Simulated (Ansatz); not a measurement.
Task: a single point from an input written key by key of CH₃BClNO, SMILES ClB1NCO1, with Ansatz 0.2.0, Python API. Give the script and its output. Use: Hartree-Fock, def2-SVP basis, multiplicity 1.

The script reads `input.yaml`:
```yaml
crystal:
  periodic: [false, false, false]
  atoms:
    - { symbol: Cl, position_ang: [-2.1402, 0.5919, 1.8371] }
    - { symbol: B, position_ang: [-0.8925, 0.4976, 0.5253] }
    - { symbol: "N", position_ang: [0.5802, 0.141, 0.5987] }
    - { symbol: C, position_ang: [0.5294, -0.4979, -0.6513] }
    - { symbol: O, position_ang: [-0.8681, -0.188, -0.8259] }
    - { symbol: H, position_ang: [1.1411, 1.0474, 0.4688] }
    - { symbol: H, position_ang: [1.1132, -0.0565, -1.4457] }
    - { symbol: H, position_ang: [0.629, -1.5925, -0.5627] }
basis:
  gaussian:
    orbitals: def2-SVP
    point_charges: [{ charge: -1.0, position_ang: [0.0, 0.0, 5.34] }]
hamiltonian:
  xc: hf
output:
  forces: true
```

Script `deck_ch3bclno.py`:
```python
"""Run CH3BClNO from an input written out key by key."""

import ansatz as az
import numpy as np
import pandas as pd

session = az.Session.from_deck("input.yaml")
report = session.plan(threads=1).execute().report

for key in ("converged", "free_energy_ev", "reference_energy_ev", "n_frozen", "n_occupied", "n_virtual"):
    print(f"{key:22s} {report[key]}")
symbols = ["Cl", "B", "N", "C", "O", "H", "H", "H"]
state = report["mean_field"]["state"]
print(f"mean field: {state['energy']['hartree']:.7f} Ha, <S^2> = {abs(state['spin_squared']):.4f}, stability: {state.get('stability', {}).get('kind')}")

forces = np.array(report["forces_ev_ang"])
print("largest force", round(float(np.linalg.norm(forces, axis=1).max()), 4), "eV/A, rms", round(float(np.sqrt((forces ** 2).mean())), 4))
charges = report["charge_distribution"]
table = pd.DataFrame({"atom": symbols, "mulliken": charges["mulliken_charges_e"], "lowdin": charges["lowdin_charges_e"]})
print(table.round(3).to_string())
print("dipole (e A):", np.round(charges["dipole_moment_e_ang"], 4) + 0.0)
```

`python deck_ch3bclno.py` gives:
```text
converged              True
free_energy_ev         -17764.821407312833
reference_energy_ev    -17764.821407312833
n_frozen               0
n_occupied             [23, 23]
n_virtual              [66, 66]
mean field: -652.8451453 Ha, <S^2> = 0.0000, stability: minimum
largest force 5.7567 eV/A, rms 1.9978
  atom  mulliken  lowdin
0   Cl    -0.136   0.299
1    B     0.466  -0.426
2    N    -0.395   0.074
3    C     0.450   0.086
4    O    -0.574  -0.048
5    H     0.142   0.062
6    H     0.008  -0.033
7    H     0.038  -0.014
dipole (e A): [0.3825 0.312  0.0744]
```

Reading the output:
- The settings weren't tested for convergence.
- The geometry is a force-field or estimated start, not a minimum of this method, and the basis set is short of its limit.
- The Löwdin charges here are taken after orthogonalising the functions within each atom; they differ from plain Löwdin charges, and their signs can be unphysical.
- Wall time of the script: 3.3 s on 1 thread of Arm Neoverse N1, with other jobs on the host, peak memory 0.24 GiB.
